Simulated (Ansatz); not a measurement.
The system is BeGa3.

```
Ga Be
1.0
    -2.04362    2.04362    3.79068
     2.04362   -2.04362    3.79068
     2.04362    2.04362   -3.79068
Ga Be
3 1
Direct
  0.50000 0.50000 0.00000
  0.25000 0.75000 0.50000
  0.75000 0.25000 0.50000
  0.00000 0.00000 0.00000
```

The cell comes from a database or a generator and needn't be the stable form of this composition.

| Quantity | Value |
| --- | --- |
| Program | Ansatz 0.2.0 |
| Task | single point |
| Functional | PBE |
| Potentials or basis | Ansatz PAW |
| Cutoff | 420 eV (not typed: the program's choice for these potentials) |
| k mesh | 9 × 9 × 9 |
| Occupations | fermi-dirac, width 0.05 eV |
| Spin | no spin polarisation |

On this cell: pressure -0.1 GPa; largest force under 0.003 eV/Å; band gap on the k mesh none (metal or under the smearing width).

The same run follows on a disturbed copy (atoms moved at random, drawn with an rms of 0.05 Å):

```
Ga Be
1.0
    -2.04362    2.04362    3.79068
     2.04362   -2.04362    3.79068
     2.04362    2.04362   -3.79068
Ga Be
3 1
Direct
  0.50594 0.50590 0.00132
  0.25878 0.75432 0.51188
  0.74006 0.24623 0.49915
  0.99341 0.99242 0.99407
```

Task: What changes?

Result: The energy (extrapolated to zero smearing) moves by +3.8 meV/atom; pressure 0.0 GPa; largest force 0.327 eV/Å; band gap on the k mesh none (metal or under the smearing width).

Forces on the atoms (eV/Å):
```
Ga   0.017  0.026 -0.325
Ga  -0.015 -0.144  0.105
Ga   0.001  0.116  0.225
Be  -0.004  0.001 -0.005
```

Stress tensor (GPa, compression positive):
```
-0.87  0.01  0.01
 0.01 -1.43 -0.34
 0.01 -0.34  2.36
```
